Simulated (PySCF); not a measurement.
# C4H13NSi: the cost of one run

The runs use PySCF 2.14.0, with density-fitted response routines of our own; the level of theory stands in each step. All values are computed, except where a source is named. Atoms are numbered from 0 throughout.

## Step 1: The starting structure

19 atoms, charge 0, multiplicity 1; geometry from: GFN2-xTB. The atoms were then displaced at random by about 0.03 Å, so the start is not that level's minimum.

Bonds of the start (Å): C0–C1 1.43, C1–C2 1.49, C2–N3 1.55, N3–C4 1.45, N3–Si5 1.67, C0–H6 1.11, C0–H7 1.12, C0–H8 1.14, C1–H9 1.06, C1–H10 1.12, C2–H11 1.14, C2–H12 1.06, C4–H13 1.09, C4–H14 1.12, C4–H15 1.10, Si5–H16 1.48, Si5–H17 1.47, Si5–H18 1.45.

## Step 2: Geometry optimisation at PBE0-D3(BJ)/def2-SVP

The job: settings as JSON, then the geometry in Å.

```
{"job": {"xc": "PBE0", "basis": "def2-SVP", "d3": "d3bj", "grid": 1, "shake": 0.03, "kind": "geom"}, "charge": 0, "multiplicity": 1}
C     -1.999900     0.567170    -0.041490
C     -1.545100    -0.772920     0.195910
C     -0.174240    -0.733700     0.770130
N      0.946300    -0.045530    -0.055330
C      1.231270    -0.826380    -1.239980
Si     1.751650     1.304350     0.498210
H     -1.398670     1.155160    -0.768940
H     -2.024350     1.235040     0.854010
H     -3.079730     0.619870    -0.389860
H     -1.537220    -1.335850    -0.698940
H     -2.204290    -1.291500     0.933910
H     -0.135630    -0.202490     1.774330
H      0.132710    -1.727900     0.961910
H      0.340480    -0.954880    -1.858400
H      1.627640    -1.820910    -0.927350
H      2.007780    -0.222420    -1.729280
H      2.142770     2.076890    -0.698270
H      2.962040     0.957860     1.262430
H      0.874130     2.030100     1.391470
```

The run is started by

```sh
> OMP_NUM_THREADS=1 python probes_run.py task.json out
```

One launch serves the whole session: the jobs run in the order shown.

Q: Estimate the wall time and peak memory of this first job on 1 thread of Intel Xeon Platinum 8488C, shared host.

About 89 s, with a peak of 0.61 GiB.
